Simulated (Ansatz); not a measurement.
Task: an atomisation energy of BBrClH₃Si, SMILES Cl[SiH2]BBr, with Ansatz's Python interface. Give the script and its output. Use (for the species named): Hartree-Fock, def2-TZVP basis, multiplicity 1.

```yaml
atoms:
  - { symbol: Cl, position_ang: [0.3504, 2.4228, 0.2331] }
  - { symbol: Si, position_ang: [-0.5725, 0.5616, 0.1699] }
  - { symbol: B, position_ang: [0.7564, -0.7550, -0.2578] }
  - { symbol: Br, position_ang: [0.3681, -2.6783, -0.3741] }
  - { symbol: H, position_ang: [-1.6130, 0.5225, -0.8794] }
  - { symbol: H, position_ang: [-1.1619, 0.2759, 1.4800] }
  - { symbol: H, position_ang: [1.9339, -0.4174, -0.4175] }
```

Script `bbrclh3si_tae.py`:
```python
# -*- coding: utf-8 -*-
"""Energy to split BBrClH3Si into its atoms."""

from collections import Counter

import ansatz as az

config = {
    "basis": "def2-TZVP",
    "xc": "hf",
}


def total_energy(molecule, charge=0, unpaired=0):
    calc = molecule.calculation().basis(gaussian=config["basis"]).functional(config["xc"])
    if charge:
        calc = calc.charge(charge)
    if unpaired:
        calc = calc.spin("collinear", total=unpaired)
    report = calc.run(threads=1, backend="cpu").report
    if report["published_state_doubts"]:
        print("  doubts:", report["published_state_doubts"])
    return report["free_energy_ev"]

GEOMETRY = """
Cl    0.35040    2.42280    0.23310
Si   -0.57250    0.56160    0.16990
B     0.75640   -0.75500   -0.25780
Br    0.36810   -2.67830   -0.37410
H    -1.61300    0.52250   -0.87940
H    -1.16190    0.27590    1.48000
H     1.93390   -0.41740   -0.41750
"""


def main():
    system = az.Crystal.molecule()
    for line in GEOMETRY.strip().splitlines():
        symbol, *xyz = line.split()
        system = system.atom(symbol, [float(v) for v in xyz])

    # unpaired electrons of the ground-state atoms
    unpaired = {"Cl": 1, "Si": 2, "B": 1, "Br": 1, "H": 1}
    counts = Counter(site.symbol for site in system.cartesian_sites)
    atom_energy = {s: total_energy(az.Crystal.molecule().atom(s, (0, 0, 0)), 0, unpaired[s]) for s in counts}
    whole = total_energy(system, 0, 0)
    for s, e in atom_energy.items():
        print(f"{s:2s} x{counts[s]}  {e:14.5f} eV")
    print(f"BBrClH3Si: {whole:.5f} eV")
    split = sum(counts[s] * e for s, e in atom_energy.items()) - whole
    print(f"atomisation energy (no zero-point term): {split:.3f} eV, {split / sum(counts.values()):.3f} eV an atom")


if __name__ == "__main__":
    main()
```

```console
$ python bbrclh3si_tae.py
Cl x1    -12503.00086 eV
Si x1     -7860.03036 eV
B  x1      -667.55878 eV
Br x1    -69998.51831 eV
H  x3       -13.60052 eV
BBrClH3Si: -91086.60822 eV
atomisation energy (no zero-point term): 16.698 eV, 2.385 eV an atom
```

16.698 eV from the electronic energies, without the zero-point term.

Total energies depend on the basis set; only differences at equal settings carry meaning. The geometry is a force-field or estimated start, not a minimum of this method, and the basis set is short of its limit. All parts are taken at fixed geometry, without zero-point energy. Hartree-Fock leaves correlation out, so bond, atomisation and ionisation energies come out well too low. The spin-orbit lowering of heavy atoms is left out. Wall time of the script: 3.7 s on 1 thread of Arm Neoverse V2 (shared host), peak memory 0.41 GiB.
